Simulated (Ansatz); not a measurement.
**BFHTe radical (SMILES FB[Te]): one structure at several levels**

How do the functionals fare away from a minimum? The structure is a structure displaced at random from a GFN2-xTB minimum.

Method: single points in def2-TZVPP; program: Ansatz 0.2.0, Gaussian basis.

Correlated methods freeze the cores. Filled d shells of the heavier atoms are correlated. Core potentials replace the inner electrons past krypton, and spin-orbit coupling is left out. Orbitals are unrestricted.

## 1. The starting structure

SMILES `FB[Te]`, 4 atoms, charge 0, spin multiplicity 2.

Atoms are counted from 1 here; the program's logs count them from 0.

Bond lengths: F1–B2 1.393 Å, B2–Te3 2.181 Å, B2–H4 1.185 Å. Angles: F1–B2–Te3 118.0°, F1–B2–H4 119.5°, Te3–B2–H4 122.4°.

Coordinates:

```xyz
4
charge 0, multiplicity 2
F    -0.1028    0.9842   -1.0929
B    -0.2072    0.1141   -0.0105
Te    1.5767   -0.9856    0.5943
H    -1.2592   -0.0459    0.5103
```

## 2. CCSD(T)/def2-TZVPP

Contents of run/in.yaml:

```yaml
crystal:
  periodic: [false, false, false]
  atoms:
    - {symbol: F, position_ang: [-0.102800, 0.984200, -1.092900]}
    - {symbol: B, position_ang: [-0.207200, 0.114100, -0.010500]}
    - {symbol: Te, position_ang: [1.576700, -0.985600, 0.594300]}
    - {symbol: H, position_ang: [-1.259200, -0.045900, 0.510300]}
basis:
  gaussian: {orbitals: def2-TZVPP}
magnetization: {spin_polarized: true, initial_magnetization: 1}
correlation: {method: ccsd_t}
scf: {omitted_lower_state_checks: [cluster_reference]}
output: {forces: true}
```

No record of the launch command was kept for these runs.

## 3. PBE0-D4/def2-TZVPP

Changes to run/in.yaml since step 2:

```diff
@@ -10,4 +10,3 @@
 magnetization: {spin_polarized: true, initial_magnetization: 1}
-correlation: {method: ccsd_t}
-scf: {omitted_lower_state_checks: [cluster_reference]}
-output: {forces: true}
+hamiltonian: {xc: pbe0, dispersion: d4}
+output: {forces: true, orbitals: {seedname: orbitals}}
```

## 4. wB97M-V/def2-TZVPP

Changes to run/in.yaml since step 3:

```diff
@@ -10,3 +10,3 @@
 magnetization: {spin_polarized: true, initial_magnetization: 1}
-hamiltonian: {xc: pbe0, dispersion: d4}
-output: {forces: true, orbitals: {seedname: orbitals}}
+hamiltonian: {xc: {name: wB97M-V}}
+output: {forces: true}
```

## 5. r2SCAN-D4/def2-TZVPP

Changes to run/in.yaml since step 4:

```diff
@@ -10,3 +10,3 @@
 magnetization: {spin_polarized: true, initial_magnetization: 1}
-hamiltonian: {xc: {name: wB97M-V}}
+hamiltonian: {xc: r2scan, dispersion: d4}
 output: {forces: true}
```

## 6. PBE-D4/def2-TZVPP

Changes to run/in.yaml since step 5:

```diff
@@ -10,3 +10,3 @@
 magnetization: {spin_polarized: true, initial_magnetization: 1}
-hamiltonian: {xc: r2scan, dispersion: d4}
+hamiltonian: {xc: pbe, dispersion: d4}
 output: {forces: true}
```

## 7. wB97X-V/def2-TZVPP

Changes to run/in.yaml since step 6:

```diff
@@ -10,3 +10,3 @@
 magnetization: {spin_polarized: true, initial_magnetization: 1}
-hamiltonian: {xc: pbe, dispersion: d4}
+hamiltonian: {xc: {name: wB97X-V}}
 output: {forces: true}
```

## 8. B97M-V/def2-TZVPP

Changes to run/in.yaml since step 7:

```diff
@@ -10,3 +10,3 @@
 magnetization: {spin_polarized: true, initial_magnetization: 1}
-hamiltonian: {xc: {name: wB97X-V}}
+hamiltonian: {xc: {name: B97M-V}}
 output: {forces: true}
```

(Steps that only read results are left out.)

Q: Predict the outcome of this session. Wanted: energy less free atoms, CCSD(T)/def2-TZVPP; RMS force component; RMS force error; HOMO and LUMO, PBE0-D4; T1 diagnostic.

The runs gave:

| quantity | value |
| --- | --- |
| energy less free atoms, CCSD(T)/def2-TZVPP | -1264.6 kJ/mol |
| RMS force component | 0.841 to 1.049 eV/Å over the methods |
| RMS force error | PBE0-D4 0.096, wB97M-V 0.043, r2SCAN-D4 0.035, PBE-D4 0.162, wB97X-V 0.045, B97M-V 0.092 eV/Å |
| HOMO and LUMO, PBE0-D4 | -6.96 and -4.39 eV |
| T1 diagnostic | 0.014 |

Against CCSD(T) the functionals' energies less atoms differ by -87.8 to -38.2 kJ/mol, PBE-D4 by -87.8 kJ/mol. The reference is not at the basis limit: in triple zeta CCSD(T) underbinds, which counts against methods that bind more; the gaps are no ranking. On forces the order runs from r2SCAN-D4 to PBE-D4. Frozen-core CCSD(T) forces in triple zeta carry basis errors of their own, and this is one geometry, so small gaps rank nothing.
